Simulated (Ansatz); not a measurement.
The system is VCrC2.

```
CELL_PARAMETERS angstrom
1.46063 0.84330 4.73939
-1.46063 0.84330 4.73939
0.00000 -1.68659 4.73939
ATOMIC_POSITIONS crystal
Cr 0.50000 0.50000 0.50000
V 0.00000 0.00000 0.00000
C 0.24876 0.24876 0.24876
C 0.75124 0.75124 0.75124
```

The cell comes from a database or a generator and needn't be the stable form of this composition.

Base run:

- Program: Ansatz 0.2.0
- Functional: r2SCAN
- Potentials or basis: Ansatz PAW
- Cutoff: 500 eV
- Density cutoff: 2000 eV
- k mesh: 11 × 11 × 11
- Occupations: fermi-dirac, width 0.05 eV
- Spin: collinear spin, ferromagnetic start
- Starting moments: [3.0, 2.0, 0.0, 0.0] μB

Its results: band gap on the k mesh none (metal or under the smearing width); pressure 4.3 GPa; net moment 1.67 μB per cell; site moments Cr +1.79; V -0.13; C -0.09 μB; largest force 0.337 eV/Å.

**Question.** The run is repeated on the same cell with these changes: functional from r2SCAN to PBE; cutoff from 500 eV to 420 eV; density cutoff from 2000 eV to 1680 eV. What comes out?

**Answer.** Band gap on the k mesh none (metal or under the smearing width); pressure 0.4 GPa; net moment 1.09 μB per cell; site moments Cr +1.05; V -0.00; C -0.05 μB; largest force 0.020 eV/Å.

Caveats: the magnetic or orbital state may not be the lowest (some runs); the PAW data sets come from PBE, with cores solved anew for the run's functional, which leaves a small shift of forces and pressure (some runs).

Not every run made on this cell is shown here.
